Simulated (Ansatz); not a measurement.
# FH4InO2 (built from SMILES F.[OH][InH][OH]): a barrier at many levels of theory

How high is the barrier of this step (In1–F6 formed, H2–H5 formed, In1–H2 broken, H5–F6 broken), and how far do cheaper methods land from CCSD(T)?

Program: Ansatz 0.2.0, Gaussian basis. Level of theory: single points in def2-TZVPP on PBE0-D4/def2-TZVP structures. These are calculated values, not measurements.

Levels: SPW92, PBE-D4, BLYP-D4, r2SCAN-D4, B97M-V, PBE0-D4, B3LYP-D4, r2SCAN0-D4, BHLYP-D4, CAM-B3LYP-D4, wB97X-V, wB97M-V, B2PLYP, PBE-QIDH, RPA on PBE, Hartree-Fock, MP2, CCSD, CCSD(T). The reference is CCSD(T) at the basis limit, from triple and quadruple zeta. Zero-point energies come from PBE0-D4 vibrations.

Cores are frozen in the correlated methods. Filled d shells of the heavier atoms are correlated. Core potentials replace the inner electrons past krypton, and spin-orbit coupling is left out. B3LYP uses VWN-RPA correlation. B2PLYP carries no dispersion term here.

80 further runs of the same task are left out: 80 set aside as unsound or not needed.

## (1) Start, saddle and end, as given

Charge 0, multiplicity 1. The folders r, ts and p hold the start, the saddle and the end; their coordinates stand in the first inputs.

```
  pair  r (Å)  ts (Å)  p (Å)
In1–F6  2.613   2.177  1.958
 H2–H5  3.025   0.995  0.751
In1–H2  1.713   1.986  2.730
 H5–F6  0.924   1.211  2.671
```

## (2) SPW92/def2-TZVPP

File r/in.yaml:

```yaml
crystal:
  periodic: [false, false, false]
  atoms:
    - {symbol: In, position_ang: [-0.137119, -0.503725, -0.351873]}
    - {symbol: H, position_ang: [1.310592, -1.373904, -0.067489]}
    - {symbol: O, position_ang: [-0.488539, 0.676659, -1.901052]}
    - {symbol: O, position_ang: [-1.833660, -0.731526, 0.641488]}
    - {symbol: H, position_ang: [1.728683, 1.146339, 1.552254]}
    - {symbol: F, position_ang: [0.891321, 1.325964, 1.204707]}
    - {symbol: H, position_ang: [0.281313, 0.795003, -2.460746]}
    - {symbol: H, position_ang: [-1.752591, -1.334810, 1.382711]}
basis:
  gaussian: {orbitals: def2-TZVPP}
hamiltonian: {xc: lda}
```

File ts/in.yaml:

```yaml
crystal:
  periodic: [false, false, false]
  atoms:
    - {symbol: In, position_ang: [-0.324598, -0.112428, -0.234164]}
    - {symbol: H, position_ang: [1.469091, -0.694921, 0.387818]}
    - {symbol: O, position_ang: [-0.342830, 0.531455, -2.083382]}
    - {symbol: O, position_ang: [-1.805685, -1.004774, 0.684736]}
    - {symbol: H, position_ang: [1.380759, 0.189325, 0.835366]}
    - {symbol: F, position_ang: [0.783925, 1.211637, 1.091465]}
    - {symbol: H, position_ang: [0.455913, 1.019967, -2.298672]}
    - {symbol: H, position_ang: [-1.616575, -1.140260, 1.616833]}
basis:
  gaussian: {orbitals: def2-TZVPP}
hamiltonian: {xc: lda}
```

File p/in.yaml:

```yaml
crystal:
  periodic: [false, false, false]
  atoms:
    - {symbol: In, position_ang: [-0.566616, 0.236017, -0.168400]}
    - {symbol: H, position_ang: [1.797315, -1.012198, 0.387497]}
    - {symbol: O, position_ang: [-0.174844, 0.403787, -2.079728]}
    - {symbol: O, position_ang: [-1.649881, -1.139995, 0.707936]}
    - {symbol: H, position_ang: [1.842499, -0.367072, 0.770132]}
    - {symbol: F, position_ang: [0.118748, 1.662255, 0.984315]}
    - {symbol: H, position_ang: [0.350130, 1.190300, -2.254282]}
    - {symbol: H, position_ang: [-1.717352, -0.973095, 1.652531]}
basis:
  gaussian: {orbitals: def2-TZVPP}
hamiltonian: {xc: lda}
```

The same command starts each run, in its folder.

Started as:

```bash
$ ansatz run in.yaml --threads 4 --pin off --events-out ev --progress --plain --max-ram 9574MiB
```

After this run come: PBE-D4/def2-TZVPP; BLYP-D4/def2-TZVPP; r2SCAN-D4/def2-TZVPP; B97M-V/def2-TZVPP; PBE0-D4/def2-TZVPP; B3LYP-D4/def2-TZVPP; r2SCAN0-D4/def2-TZVPP; BHLYP-D4/def2-TZVPP; CAM-B3LYP-D4/def2-TZVPP; wB97X-V/def2-TZVPP; wB97M-V/def2-TZVPP; B2PLYP/def2-TZVPP; PBE-QIDH/def2-TZVPP; RPA on PBE/def2-TZVPP; CCSD(T)/def2-TZVPP; MP2/def2-QZVPP; SPW92/def2-SVP; PBE-D4/def2-SVP; PBE0-D4/def2-SVP; wB97M-V/def2-SVP; CCSD(T)/def2-SVP; Vibrations of the start structure; Vibrations of the end structure.

**Question.** What will these runs give? Wanted: barrier, CCSD(T)/CBS; reverse barrier, CCSD(T)/CBS; step energy, CCSD(T)/CBS; barrier with zero-point energy; step energy with zero-point energy; imaginary mode at the saddle; largest T1 diagnostic.

The runs gave:

| quantity | value |
| --- | --- |
| barrier, CCSD(T)/CBS | 17.9 kcal/mol |
| reverse barrier, CCSD(T)/CBS | 22.8 kcal/mol |
| step energy, CCSD(T)/CBS | -4.9 kcal/mol |
| barrier with zero-point energy | 16.8 kcal/mol |
| step energy with zero-point energy | -6.3 kcal/mol |
| imaginary mode at the saddle | 1018i cm⁻¹ |
| largest T1 diagnostic | 0.017 |

In words: Among the functionals PBE-QIDH lands nearest to CCSD(T)/CBS (-0.8 kcal/mol) and SPW92 farthest (-9.9 kcal/mol). wB97M-V is as near within the digits shown. Mean unsigned error by rung: LDA 9.9, GGA 5.7, meta-GGA 4.0, hybrid 2.1, range-separated hybrid 1.4, double hybrid 1.1 kcal/mol. PBE-D4 gives a barrier 6.5 kcal/mol too low, outside chemical accuracy (1 kcal/mol). Every functional without exact exchange puts the barrier too low, the usual mark of self-interaction error, which favours the spread-out density of a saddle. The barrier rises with the share of exact exchange, from BLYP-D4 through B3LYP-D4 to BHLYP-D4 (-4.9, -2.1, +1.5 kcal/mol). Hartree-Fock, with no correlation, is off by +9.1 kcal/mol. Zero-point motion lowers the barrier by 1.2 kcal/mol.
